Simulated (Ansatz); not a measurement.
Input of an Ansatz 0.2.0 run:

Contents of input:

```
crystal:
  lattice:
    - [4.803758, 0.0, 0.0]
    - [0.0, 4.803758, 0.0]
    - [0.0, 0.0, 4.803758]
  atoms:
    - { symbol: In, position: [0.5, 0.5, 0.0] }
    - { symbol: In, position: [0.5, 0.0, 0.5] }
    - { symbol: In, position: [0.0, 0.5, 0.5] }
    - { symbol: Se, position: [0.0, 0.0, 0.0] }
hamiltonian:
  xc: hse06
  pseudopotentials: { kind: paw }
kpoints:
  mp_grid: { grid: [4, 4, 4] }
scf:
  occupations: { method: fermi_dirac, width: 0.05 }
output:
  forces: true
  stress: true
  eigenvalues: true
relax:
  f_tol: 0.01
  max_steps: 40
  cell: { stress_tol: 0.05 }
```

(1) Estimate the space group after relaxing (to 0.05 Å).

(2) Estimate the band gap on the k mesh.

(3) Predict the relaxed volume.

Answers

(1) Pm-3m (No. 221).

(2) none (metal or under the smearing width).

(3) 27.02 Å³/atom.

Caveat: the PAW data sets come from PBE, with cores solved anew for the run's functional, which leaves a small shift of forces and pressure.
